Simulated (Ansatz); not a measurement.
# C₂H₈AlClSi: a ladder of functionals and wavefunction methods

An exercise on one series of results from a longer session: the logs are not shown, and one member is left open.

Computed with Ansatz 0.2.0, Gaussian basis. Level: functionals in def2-TZVPP, the program's frozen cores in correlated methods.

Levels to be run: PBE-D4, r2SCAN-D4, PBE0-D4, B3LYP-D4, ωB97X-V, ωB97M-V, B2PLYP; CCSD(T)/def2-TZVPP; MP2/def2-QZVPP; extrapolation to the limit.

## The geometry

The geometry comes from an earlier relaxation with PBE0-D4 in a triple-zeta def2 set; it is a stationary point, not always the lowest conformer.

SMILES `[SiH3][CH2][AlH][CH2]Cl`, 13 atoms, charge 0, spin multiplicity 1.

Atoms are counted from 1 here; the program's logs count them from 0.

Bond lengths: Si1–C2 1.861 Å, Si1–H6 1.491 Å, Si1–H7 1.489 Å, Si1–H8 1.492 Å, C2–Al3 1.950 Å, C2–H9 1.096 Å, C2–H10 1.095 Å, Al3–C4 1.961 Å, Al3–H11 1.582 Å, C4–Cl5 1.855 Å, C4–H12 1.087 Å, C4–H13 1.087 Å. Angles: C2–Si1–H6 110.1°, C2–Si1–H7 113.4°, C2–Si1–H8 110.6°, H6–Si1–H7 107.8°, H6–Si1–H8 107.2°, H7–Si1–H8 107.5°, Si1–C2–Al3 113.3°, Si1–C2–H9 108.2°, Si1–C2–H10 109.2°, Al3–C2–H9 109.0°, Al3–C2–H10 109.5°, H9–C2–H10 107.6°, C2–Al3–C4 118.1°, C2–Al3–H11 123.9°, C4–Al3–H11 117.9°, Al3–C4–Cl5 80.9°, Al3–C4–H12 122.0°, Al3–C4–H13 122.3° and more.

As a file:

```
Si   -1.9440   -0.7813   -0.0605
C    -0.1550   -1.2020    0.2358
Al    0.9167    0.3303    0.7898
C     1.4089    1.6541   -0.5702
Cl    2.9118    0.5710   -0.6577
H    -2.0621    0.1861   -1.1884
H    -2.7836   -1.9671   -0.3880
H    -2.5364   -0.1299    1.1436
H     0.2595   -1.6093   -0.6936
H    -0.0917   -1.9861    0.9978
H     1.3451    0.6113    2.2865
H     0.9772    1.6432   -1.5682
H     1.7740    2.6449   -0.3122
```

The first run:

The input, in.yaml:

```yaml
crystal:
  periodic: [false, false, false]
  atoms:
    - {symbol: Si, position_ang: [-1.943998, -0.781315, -0.060496]}
    - {symbol: C, position_ang: [-0.155044, -1.202001, 0.235819]}
    - {symbol: Al, position_ang: [0.916731, 0.330307, 0.789825]}
    - {symbol: C, position_ang: [1.408914, 1.654088, -0.570205]}
    - {symbol: Cl, position_ang: [2.911758, 0.570955, -0.657654]}
    - {symbol: H, position_ang: [-2.062081, 0.186103, -1.188380]}
    - {symbol: H, position_ang: [-2.783565, -1.967145, -0.388017]}
    - {symbol: H, position_ang: [-2.536427, -0.129891, 1.143562]}
    - {symbol: H, position_ang: [0.259479, -1.609309, -0.693600]}
    - {symbol: H, position_ang: [-0.091707, -1.986102, 0.997832]}
    - {symbol: H, position_ang: [1.345139, 0.611298, 2.286540]}
    - {symbol: H, position_ang: [0.977163, 1.643212, -1.568157]}
    - {symbol: H, position_ang: [1.774037, 2.644900, -0.312171]}
basis:
  gaussian: {orbitals: def2-TZVPP}
hamiltonian: {xc: pbe, dispersion: d4}
output: {forces: true, orbitals: {seedname: orbitals}}
```

On the command line:

```bash
> ansatz run in.yaml --threads 4 --pin off --events-out ev --progress --plain --max-ram 10444MiB
```

Steps of the session up to this table: PBE-D4 (GGA); r2SCAN-D4 (meta-GGA); PBE0-D4 (hybrid); B3LYP-D4 (hybrid); ωB97X-V (range-separated); ωB97M-V (range-separated); B2PLYP (double hybrid); CCSD(T) in def2-TZVPP; MP2 in def2-QZVPP.

One table of the session follows, with a row left open; its other results are not shown here.

It belongs to the step «Atomisation energies». 

```
            method  atomisation energy (kcal/mol)
            PBE-D4                         1020.2
         r2SCAN-D4                         1020.1
           PBE0-D4                         1013.6
          B3LYP-D4                         1013.0
           ωB97X-V                         1021.0
           ωB97M-V                         1020.0
            B2PLYP                         1001.4
     HF/def2-TZVPP                          767.3
    MP2/def2-TZVPP                              ?
   CCSD/def2-TZVPP                          980.1
CCSD(T)/def2-TZVPP                          992.4
           MP2/CBS                         1022.9
       CCSD(T)/CBS                         1017.3
```

Q: Estimate the row for MP2/def2-TZVPP from the others.

As computed: atomisation energy (kcal/mol): 998.1. In the column «atomisation energy (kcal/mol)» it lies between CCSD(T)/def2-TZVPP (992.4) and B2PLYP (1001.4).

Limits of these values: Free atoms (1 Si, 2 C, 1 Al, 1 Cl, 8 H) were run apart at each level; the atomisation energy is their sum less the molecule, without zero-point or spin-orbit terms.
